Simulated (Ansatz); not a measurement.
## CH₅Ge, SMILES [CH3][GeH2]: a ladder of methods at one geometry, step by step

With the Ansatz DFT code, driven from Python.

Contents of `ch5ge.xyz`:
```text
7

C    -0.21600   -0.83530   -0.18720
Ge    0.38770    0.80880    0.68590
H    -1.21930   -1.14020    0.29400
H     0.58410   -1.57240   -0.15360
H    -0.48870   -0.56630   -1.27780
H    -0.69180    1.93390    0.61370
H     1.70520    1.30360   -0.02070
```

Typed at the interpreter:
```pycon
>>> from dataclasses import dataclass
>>> import ansatz
>>> @dataclass(frozen=True)
... class RunConfig:
...     basis_set: str = "def2-SVP"
...
>>> settings = RunConfig()
>>> system = ansatz.Crystal.molecule_from_extxyz("ch5ge.xyz")
>>> calculation = (
...     system.calculation()
...     .basis(gaussian=settings.basis_set)
...     .spin("collinear", total=1)
... )
>>> methods = ["mp2", "ccsd", "ccsd_t"]
>>> batch = ansatz.Session.batch([calculation.correlation(m).input() for m in methods])
>>> reports = sorted(batch.plan().execute().molecular_reports, key=lambda each: each["member"])
>>> print(f"Hartree-Fock reference {reports[0]['reference_energy_ev'] / 27.211386246:.6f} Ha")
Hartree-Fock reference -2115.809896 Ha
>>> best = reports[-1]["free_energy_ev"] - reports[-1]["reference_energy_ev"]
>>> for method, each in zip(methods, reports):
...     gained = each["free_energy_ev"] - each["reference_energy_ev"]
...     print(f"{method:8s} total {each['free_energy_ev'] / 27.211386246:.6f} Ha  correlation {gained:9.4f} eV  ({100 * gained / best:.1f} % of the last)")
...
mp2      total -2116.179855 Ha  correlation  -10.0671 eV  (91.0 % of the last)
ccsd     total -2116.205289 Ha  correlation  -10.7592 eV  (97.3 % of the last)
ccsd_t   total -2116.216282 Ha  correlation  -11.0583 eV  (100.0 % of the last)
```

Notes:
- Total energies depend on the basis set; only differences at equal settings carry meaning.
- The geometry is a force-field or estimated start, not a minimum of this method, and the basis set is short of its limit. A lower total doesn't mark the better method: functionals have no common bound, and MP2 and coupled cluster aren't variational.
- The species is open-shell (spin multiplicity 2).
- Inner cores stay frozen; a filled d shell under the valence of the heavier atoms is correlated with it.
